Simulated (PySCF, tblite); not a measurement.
# C₆H₉NO: geometry, infrared bands and NMR shifts

Aim: predict the infrared bands and NMR shifts of C₆H₉NO (`C#CCC(=O)N(C)C`).

The runs use tblite 0.8.0 and PySCF 2.14.0, with density-fitted response routines of our own; the level of theory stands in each step. All values are computed, except where a source is named. Atoms count from 0, in the outputs and in this text.

### Step 1. The starting structure

17 atoms, charge 0, multiplicity 1; geometry from: force field or distance geometry start.

Bonds of the start (Å): C0–C1 1.21, C1–C2 1.46, C2–C3 1.52, C3–O4 1.24, C3–N5 1.39, N5–C6 1.45, N5–C7 1.46, C0–H8 1.07, C2–H9 1.10, C2–H10 1.09, C6–H11 1.10, C6–H12 1.09, C6–H13 1.10, C7–H14 1.08, C7–H15 1.10, C7–H16 1.09.

### Step 2. Relaxing the molecule with GFN2-xTB

What the job is given:

```
{"job": {"kind": "relax", "xc": "GFN2-xTB", "basis": "xTB"}, "charge": 0, "multiplicity": 1}
C      2.729300     0.922600     1.376600
C      2.188000     0.528100     0.366500
C      1.562200     0.029200    -0.851900
C      0.367500    -0.870800    -0.574800
O      0.494500    -2.100800    -0.695500
N     -0.841300    -0.305300    -0.172600
C     -1.964400    -1.171500     0.118100
C     -1.053400     1.119600     0.067900
H      3.198200     1.270500     2.268400
H      1.236800     0.854900    -1.500600
H      2.279200    -0.547900    -1.437000
H     -2.218500    -1.082400     1.184600
H     -2.825400    -0.855900    -0.472300
H     -1.749300    -2.225000    -0.098600
H     -0.223600     1.748600    -0.236000
H     -1.946100     1.429700    -0.488000
H     -1.240700     1.268400     1.135300
```

Command:

```bash
$ OMP_NUM_THREADS=1 python probes_run.py task.json out
```

One launch serves the whole session: the jobs run in the order shown.

**Question.** This job is followed by: GFN2-xTB harmonic vibrations, gas phase; GIAO PBE0/pcSseg-1 NMR shielding, non-relativistic, gas phase. What will the session give for the following? strongest single infrared mode (GFN2-xTB); zero-point energy (GFN2-xTB); ¹³C shifts against TMS (PBE0/pcSseg-1); ¹H shifts against TMS (PBE0/pcSseg-1, means over atoms taken as alike); ¹⁷O shifts against H2O (PBE0/pcSseg-1); ¹⁵N shifts against NH3 (PBE0/pcSseg-1).

The runs gave:

| quantity | value |
| --- | --- |
| strongest single infrared mode (GFN2-xTB) | 1725 cm⁻¹, 603 km/mol |
| zero-point energy (GFN2-xTB) | 85.3 kcal/mol |
| ¹³C shifts against TMS (PBE0/pcSseg-1) | 166.5, 83.6, 80.1, 39.3, 35.3, 28.8 ppm |
| ¹H shifts against TMS (PBE0/pcSseg-1, means over atoms taken as alike) | 3.28, 3.27, 3.07, 1.78 ppm |
| ¹⁷O shifts against H2O (PBE0/pcSseg-1) | 424.7 ppm |
| ¹⁵N shifts against NH3 (PBE0/pcSseg-1) | 120.5 ppm |

Over 86 steps the energy fell by 0.175 eV; of the close pairs, C3–N5 changed most, 1.394 to 1.351 Å. The lowest mode is imaginary (57i cm⁻¹), so the xTB geometry is not a minimum. The strongest single mode, at 1725 cm⁻¹, moves mainly C3 and O4. GFN2-xTB is a fitted tight-binding method: band positions and strengths are rough. Its intensities can rank the bands wrongly. At PBE0/pcSseg-1: The largest span, 663 ppm, is at O4, where the paramagnetic term is -489 ppm.
